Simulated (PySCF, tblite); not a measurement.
**C7H8FO radical: geometry, infrared bands and EPR parameters**

What infrared bands and EPR parameters should C7H8FO radical (`O=C1C[C@@H]2[CH]C[C@@]1(F)C2`) show?

Programs: tblite 0.8.0 and PySCF 2.14.0, with density-fitted response routines of our own. Each step states its level of theory. These are calculated values for one molecule in the gas phase, unless marked as measured. Atoms are numbered from 0 throughout.

### 1 Starting geometry

17 atoms, charge 0, multiplicity 2; geometry from: force field or distance geometry start.

Bonds of the start (Å): O0–C1 1.24, C1–C2 1.50, C2–C3 1.54, C3–C4 1.51, C4–C5 1.53, C5–C6 1.52, C6–F7 1.33, C6–C8 1.52, C6–C1 1.49, C8–C3 1.53, C2–H9 1.08, C2–H10 1.12, C3–H11 1.07, C4–H12 1.12, C5–H13 1.09, C5–H14 1.12, C8–H15 1.10, C8–H16 1.11.

### 2 Geometry optimisation with GFN2-xTB

The job: settings as JSON, then the geometry in Å.

```
{"job": {"kind": "relax", "xc": "GFN2-xTB", "basis": "xTB"}, "charge": 0, "multiplicity": 2}
O      1.107300    -1.287300     2.179500
C      0.699900    -0.678500     1.183100
C      1.541300    -0.097000     0.081000
C      0.520100    -0.036200    -1.066200
C     -0.173200     1.295300    -0.923000
C     -0.826400     1.120000     0.450200
C     -0.702400    -0.350700     0.792900
F     -1.649500    -0.841100     1.591300
C     -0.635100    -0.924200    -0.611900
H      2.423800    -0.669600    -0.144000
H      1.825100     0.948200     0.355300
H      0.911500    -0.289800    -2.034400
H     -1.039200     1.261100    -1.637200
H     -1.865700     1.455600     0.446500
H     -0.234500     1.782000     1.126600
H     -0.359700    -1.986000    -0.605600
H     -1.550700    -0.689700    -1.193900
```

Run with:

```sh
OMP_NUM_THREADS=1 python probes_run.py task.json out
```

One launch serves the whole session: the jobs run in the order shown.

The program printed:

```text
step      E/eV     max force
  0    -755.15453    3.735
  1    -755.40513    4.787
  2    -755.58648    1.432
  3    -755.65627    1.030
  4    -755.75356    0.710
  5    -755.78965    0.576
  6    -755.82352    0.520
  7    -755.85242    0.463
  8    -755.88323    0.527
  9    -755.91087    0.474
 10    -755.93712    0.373
 11    -755.96365    0.541
 12    -755.99406    0.621
 13    -756.02579    0.537
 14    -756.05631    0.408
 15    -756.08333    0.419
 16    -756.10484    0.404
 17    -756.11927    0.630
 18    -756.12107    1.241
 19    -756.14549    0.292
 20    -756.15764    0.288
 21    -756.17343    0.481
 22    -756.18587    0.298
 23    -756.19876    0.257
 24    -756.20961    0.260
 25    -756.21802    0.327
 26    -756.22874    0.223
 27    -756.24123    0.200
 28    -756.25149    0.238
 29    -756.26219    0.341
 30    -756.27224    0.345
 31    -756.28063    0.319
 32    -756.28607    0.196
 33    -756.29046    0.196
 34    -756.29402    0.127
 35    -756.29664    0.108
 36    -756.29750    0.085
 37    -756.29861    0.062
 38    -756.29917    0.046
 39    -756.29954    0.039
 40    -756.29977    0.037
 41    -756.30002    0.035
 42    -756.30021    0.033
 43    -756.30035    0.032
 44    -756.30043    0.026
 45    -756.30050    0.017
 46    -756.30055    0.015
 47    -756.30058    0.013
 48    -756.30061    0.014
 49    -756.30064    0.018
 50    -756.30069    0.024
 51    -756.30075    0.029
 52    -756.30082    0.027
 53    -756.30088    0.017
 54    -756.30092    0.017
 55    -756.30095    0.015
 56    -756.30098    0.013
 57    -756.30100    0.010
 58    -756.30101    0.010
```

It took 0.32 s on 1 thread of AMD EPYC 9B14, shared host.

The steps of the relaxation: (not every step is listed)

```
step  energy from step 0 (eV)  largest force (eV/Å)
   0                   0.0000                3.7351
   1                  -0.2506                4.7866
   2                  -0.4320                1.4324
   3                  -0.5017                1.0296
   4                  -0.5990                0.7101
   5                  -0.6351                0.5758
   6                  -0.6690                0.5202
   7                  -0.6979                0.4625
   8                  -0.7287                0.5271
  12                  -0.8395                0.6214
  16                  -0.9503                0.4041
  20                  -1.0031                0.2875
  24                  -1.0551                0.2599
  28                  -1.0970                0.2383
  32                  -1.1315                0.1958
  36                  -1.1430                0.0855
  40                  -1.1452                0.0372
  44                  -1.1459                0.0260
  48                  -1.1461                0.0145
  52                  -1.1463                0.0269
  53                  -1.1463                0.0172
  54                  -1.1464                0.0170
  55                  -1.1464                0.0146
  56                  -1.1464                0.0129
  57                  -1.1465                0.0104
  58                  -1.1465                0.0099
```

Close pairs (by a distance rule), those that changed most:

```
  bond  before (Å)  after (Å)  change (Å)
C4–H12       1.123      1.071      -0.052
 C4–C5       1.531      1.483      -0.048
 O0–C1       1.237      1.197      -0.040
 C1–C6       1.492      1.528      +0.036
 C6–F7       1.332      1.366      +0.034
 C5–C6       1.515      1.544      +0.029
C2–H10       1.117      1.089      -0.028
 C3–C4       1.508      1.485      -0.023
```

The end geometry stands in the next job.

### 3 Vibrational analysis with GFN2-xTB

The job: settings as JSON, then the geometry in Å.

```
{"job": {"kind": "ir", "xc": "GFN2-xTB", "basis": "xTB"}, "charge": 0, "multiplicity": 2}
O      1.198158    -0.481275     2.327958
C      0.760628    -0.399742     1.216659
C      1.532219    -0.215766    -0.076385
C      0.402765    -0.040371    -1.123976
C     -0.280503     1.240779    -0.810787
C     -1.043785     1.051199     0.446120
C     -0.703374    -0.417060     0.780120
F     -1.569232    -0.991252     1.667270
C     -0.621093    -1.062080    -0.605559
H      2.120362    -1.113357    -0.273492
H      2.214449     0.631414    -0.015085
H      0.740099    -0.157646    -2.151234
H     -0.041115     2.193497    -1.238101
H     -2.128653     1.142133     0.309310
H     -0.765843     1.744743     1.246802
H     -0.250975    -2.085196    -0.574832
H     -1.571104    -1.027989    -1.134698
```

The program printed:

```text
mode    cm-1     km/mol
  1     114.9      4.40
  2     222.5      0.89
  3     271.4      5.94
  4     293.2      8.84
  5     348.6     11.45
  6     408.6     12.58
  7     420.3      0.75
  8     501.8      2.82
  9     535.1     13.59
 10     571.5      0.98
 11     602.7     15.66
 12     730.7      9.34
 13     755.9      3.65
 14     873.7      6.11
 15     897.7      7.43
 16     925.0      2.21
 17     949.5      2.60
 18     973.3      4.59
 19     982.7     10.87
 20     998.5     19.60
 21    1023.4     76.67
 22    1049.1     13.34
 23    1051.7      5.14
 24    1084.6      4.82
 25    1119.8      5.10
 26    1152.2     21.14
 27    1177.8     10.09
 28    1187.4      5.52
 29    1229.7      1.79
 30    1242.4     23.18
 31    1258.6      8.33
 32    1280.8     18.18
 33    1297.7     31.15
 34    1422.1     16.32
 35    1446.5     12.64
 36    1481.9      1.72
 37    1821.8    418.93
 38    2880.7     13.58
 39    2932.7     17.74
 40    2974.6      4.15
 41    3005.7     10.06
 42    3010.4     31.52
 43    3017.4     29.14
 44    3025.4     25.90
 45    3164.8     25.04
```

Wall time 0.48 s (1 thread of AMD EPYC 9B14, shared host).

The strongest bands and the atoms that carry them (share of the mass-weighted mode):

```
cm⁻¹  km/mol                                 atoms
1023    76.7            H14 23 %, C1 23 %, C2 11 %
1242    23.2  H11 21 %, H10 18 %, C2 16 %, C3 13 %
1298    31.1             C3 15 %, C4 12 %, C6 10 %
1822   418.9                      C1 63 %, O0 37 %
3010    31.5                    H11 75 %, H10 11 %
3017    29.1                              H15 79 %
3025    25.9                              H16 84 %
3165    25.0                              H12 92 %
```

### 4 EPR parameters: B3LYP/pcH-1

Same as in step 3 but for these lines:

```diff
@@ -1,2 +1,2 @@
-{"job": {"kind": "ir", "xc": "GFN2-xTB", "basis": "xTB"}, "charge": 0, "multiplicity": 2}
+{"job": {"kind": "epr", "basis": "pcH-1"}, "charge": 0, "multiplicity": 2}
 O      1.198158    -0.481275     2.327958
```

Level: UKS B3LYP, pcH-1 on C F H O, non-relativistic, mean-field spin-orbit, GIAO.

The program printed:

```text
UKS, coarse grid
  cycle   1  E = -446.39797216  |g| = 6.91e-01
  cycle   2  E = -445.79729576  |g| = 1.45e+00
  cycle   3  E = -446.56183220  |g| = 1.86e-01
  cycle   4  E = -446.57531071  |g| = 7.22e-02
  cycle   5  E = -446.57733479  |g| = 1.16e-02
  cycle   6  E = -446.57738281  |g| = 5.88e-03
  cycle   7  E = -446.57739695  |g| = 1.37e-03
  cycle   8  E = -446.57739691  |g| = 8.59e-04
UKS, final grid
  cycle   1  E = -446.57742499  |g| = 1.15e-03
  cycle   2  E = -446.57742442  |g| = 1.72e-03
  cycle   3  E = -446.57742550  |g| = 2.08e-04
  cycle   4  E = -446.57742552  |g| = 5.15e-05
  cycle   5  E = -446.57742552  |g| = 3.60e-05
  cycle   6  E = -446.57742552  |g| = 6.57e-06
E = -446.57742552 Eh   <S^2> = 0.7538 (exact 0.7500)
g shifts (ppm)      1          2          3
  rmc          -146       -146       -146
  gc             -2         26         26
  oz_so          29        478        665
  total        -120        358        544
hyperfine (MHz)  atom isotope    a_iso     a_fc   dipolar eigenvalues
    0   17O      -0.21      -0.21     -0.47     -0.26      0.73
    1   13C      -3.15      -3.15     -0.80     -0.63      1.43
    2   13C      80.01      80.01     -5.83     -5.70     11.53
    3   13C     -27.85     -27.85     -2.12     -0.14      2.26
    4   13C     108.89     108.89    -80.80    -80.29    161.09
    5   13C     -33.14     -33.14     -2.66      0.31      2.35
    6   13C       0.09       0.09     -1.59     -0.27      1.86
    7   19F      -2.68      -2.68     -1.05     -0.78      1.83
    8   13C      17.59      17.59     -2.69     -2.15      4.83
    9    1H      24.62      24.62     -3.56     -1.73      5.29
   10    1H      -2.18      -2.18     -5.91     -2.05      7.96
   11    1H      18.03      18.03     -4.81     -3.89      8.70
   12    1H     -59.23     -59.23    -38.59     -0.23     38.82
   13    1H     132.79     132.79     -5.36     -4.12      9.49
   14    1H      83.48      83.48     -4.81     -3.13      7.93
   15    1H       5.97       5.97     -2.31     -1.72      4.03
   16    1H      -1.03      -1.03     -4.73     -2.58      7.31
```

Wall time 65 s (1 thread of AMD EPYC 9B14, shared host); peak memory 1.1 GiB.

Principal g values 2.00220, 2.00268, 2.00286; g(iso) = 2.00258, against 2.00232 for a free electron.

Hyperfine couplings, nucleus by nucleus at this fixed geometry (no averaging over rotations):

```
nuclei  isotope  a(iso) (MHz)  a(iso) (G, at g = 2.0023)  largest dipolar term (MHz)
   H13       1H         132.8                       47.4                         9.5
    C4      13C         108.9                       38.9                       161.1
   H14       1H          83.5                       29.8                         7.9
    C2      13C          80.0                       28.6                        11.5
   H12       1H         -59.2                      -21.1                        38.8
    C5      13C         -33.1                      -11.8                        -2.7
    C3      13C         -27.8                       -9.9                         2.3
    H9       1H          24.6                        8.8                         5.3
   H11       1H          18.0                        6.4                         8.7
    C8      13C          17.6                        6.3                         4.8
   H15       1H           6.0                        2.1                         4.0
    C1      13C          -3.1                       -1.1                         1.4
    F7      19F          -2.7                       -1.0                         1.8
   H10       1H          -2.2                       -0.8                         8.0
```

Mulliken spin populations:

O0 0.00; C1 0.00; C2 0.05; C3 -0.07; C4 1.02; C5 -0.09; C6 0.01; F7 0.00; C8 0.02; H9 0.01; H10 0.00; H11 0.01; H12 -0.04; H13 0.05; H14 0.03; H15 0.00; H16 0.00

In first order the couplings over 0.8 MHz of 1H, 19F give 512 distinct lines over 117.8 G.

Orbitals, density, ELF and potential are computed afterwards from the orbital file.

ELF in a plane through or near 4 of the atoms.

Ten even steps from '0' (0.00) to '9' (0.96):
```
0000000000000000000000000000
0000000000000000000000000000
0000000000001100000000000000
0000000001235420000000000000
0000000014677730000000000000
0000000014677620012100000000
0000000002676521000000000000
0000011002528286210000000000
0000278766995665774221100000
0000278873275114753677620000
0000034662363125522999951000
0000001345664566986899941000
0000000001226728363122200000
0000000000113565773000000000
0000000000000389983000000000
0000000000000178862000000000
0000000000000012210000000000
0000000000000000000000000000
0000000000000000000000000000
0000000000000000000000000000
```
The map spans 10.0 Å across and 9.7 Å up, centred on the molecule. Atoms in the plane (x, y in Å): C1 (-0.6, 1.3), C2 (-1.5, 0.0), C4 (0.5, -1.3), C5 (1.4, -0.1).

On the surface of density 0.002 e/bohr³ the electrostatic potential runs, from the 1st to the 99th percentile, from -1.70 V near O0 to 1.07 V near H9.

The spin density lies nearest to C4 64 %; H12 10 %.

### 5 Results

| quantity | value |
| --- | --- |
| strongest single infrared mode (GFN2-xTB) | 1822 cm⁻¹, 419 km/mol |
| zero-point energy (GFN2-xTB) | 82.5 kcal/mol |
| g(iso) (B3LYP) | 2.00258 |
| ⟨S²⟩ | 0.754 (exact 0.75) |
| largest a(iso) | 1H on H13, 132.8 MHz |
| potential on the surface of density 0.002 e/bohr³, 1st and 99th percentile | -1.70 V and 1.07 V |

Over 58 steps the energy fell by 1.146 eV; of the close pairs, C4–H12 changed most, 1.123 to 1.071 Å. All 45 modes are real, so the xTB geometry is a minimum. The strongest single mode, at 1822 cm⁻¹, moves mainly C1 and O0. Unscaled tight-binding wavenumbers are off by several per cent, some by more. Its intensities can rank the bands wrongly. C4 carries the largest spin population, 1.02 e. The isotropic g lies 0.3 ppt above the free-electron value. The conformer search found further structures of the same energy, which may be mirror or relabelled copies of this one.
